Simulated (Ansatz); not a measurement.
# H4SeSi: the cost of one run

All numbers below are computed with Ansatz 0.2.0 (RKS B3LYP/def2-SVP).

## Step 1: The structure to begin with

Bond lengths: Si1–Se2 2.243 Å, Si1–H3 1.560 Å, Si1–H4 1.421 Å, Si1–H5 1.488 Å, Se2–H6 1.555 Å. Angles: Si1–Se2–H6 91.7°, Se2–Si1–H3 109.4°, Se2–Si1–H4 111.4°, Se2–Si1–H5 111.4°, H3–Si1–H4 110.1°, H3–Si1–H5 105.9°, H4–Si1–H5 108.6°.

Coordinates:

```xyz
6

Si   -0.2069   -0.3029   -0.4486
Se    0.8961   -0.2781    1.5048
H    -1.6080    0.3558   -0.2609
H    -0.3516   -1.6264   -0.9450
H     0.4926    0.5147   -1.4769
H     0.8199    1.2729    1.5803
```

## Step 2: Relaxing the start

The input, input.yaml:

```yaml
crystal:
  periodic: [false, false, false]
  atoms:
    - { symbol: Si, position_ang: [-0.2069, -0.3029, -0.4486] }
    - { symbol: Se, position_ang: [0.8961, -0.2781, 1.5048] }
    - { symbol: H, position_ang: [-1.608, 0.3558, -0.2609] }
    - { symbol: H, position_ang: [-0.3516, -1.6264, -0.945] }
    - { symbol: H, position_ang: [0.4926, 0.5147, -1.4769] }
    - { symbol: H, position_ang: [0.8199, 1.2729, 1.5803] }
basis:
  gaussian: { orbitals: def2-SVP }
hamiltonian:
  xc: b3lyp
relax:
  f_tol: 0.02
  max_steps: 40
```

Started as:

```console
$ ansatz run input.yaml --threads 1 --pin off --max-ram 2048MiB --backend cpu --events-out ev --progress --plain --runs-dir out
```

What time and memory should one allow on 1 thread of Arm Neoverse V2, shared host?

About 9.6 s, with a peak of 0.14 GiB.
